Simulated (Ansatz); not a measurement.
Runs of Ansatz 0.2.0 on Ta3AsAu2O13. The typed cell holds 19 atoms: a = 5.402 Å, b = 5.959 Å, c = 8.675 Å, α = 100.05°, β = 94.76°, γ = 109.79°. The cell was built by a generator and needn't be a form met in nature.

```tsv
task	level	potentials or basis	cell	k mesh	cutoff (eV)	points for each segment of the path	gap on the mesh (eV)	pressure (GPa)	relaxed volume (Å³/atom)	largest force (eV/Å)
relaxation of cell and atoms	PBE+D4	Ansatz PAW	relaxed	4 × 4 × 3	420	-	0.48	0.0	13.05	0.01
band structure	r2SCAN	Ansatz PAW	as given	6 × 5 × 3	500	10	0.72	-5.7	-	(a)
relaxation of cell and atoms	r2SCAN	Ansatz PAW	relaxed	4 × 4 × 3	500	-	0.74	0.0	12.90	0.01
single point	PBE	PseudoDojo standard (PBE files)	as given	6 × 5 × 3	1143	-	0.51	-0.7	-	0.11
band structure	PBEsol	Ansatz PAW	as given	6 × 5 × 3	420	10	0.50	-5.7	-	0.34
band structure	revPBE	Ansatz PAW	as given	6 × 5 × 3	420	10	(b)	2.9	-	0.14
relaxation of cell and atoms	revPBE	Ansatz PAW	relaxed	4 × 4 × 3	420	-	0.58	0.0	13.82	0.01
relaxation of cell and atoms	PBEsol	Ansatz PAW	relaxed	4 × 4 × 3	420	-	0.58	0.0	12.75	0.01
```

Alike in all rows: no spin polarisation; smearing fermi-dirac 0.05 eV.

**Question.** Fill in the values left out.

**Answer.** (a) 0.65; (b) 0.54.

Caveats: spin-orbit coupling is left out, which moves the levels of the heavy elements; the PAW data sets come from PBE, with cores solved anew for the run's functional, which leaves a small shift of forces and pressure (some runs); odd divisions of the mesh miss points on the zone boundary, where band edges often lie, so the gap on the mesh can be too wide (some runs); the plane-wave basis is chosen anew once the cell has moved, so the energies of steps on either side of that aren't comparable (some runs); the potentials were made for another functional, which shifts forces and pressure (some runs).

A k mesh can miss the band edges, and the runs leave out spin-orbit coupling on As, Au, Ta.

Not every run made on this cell is shown here.
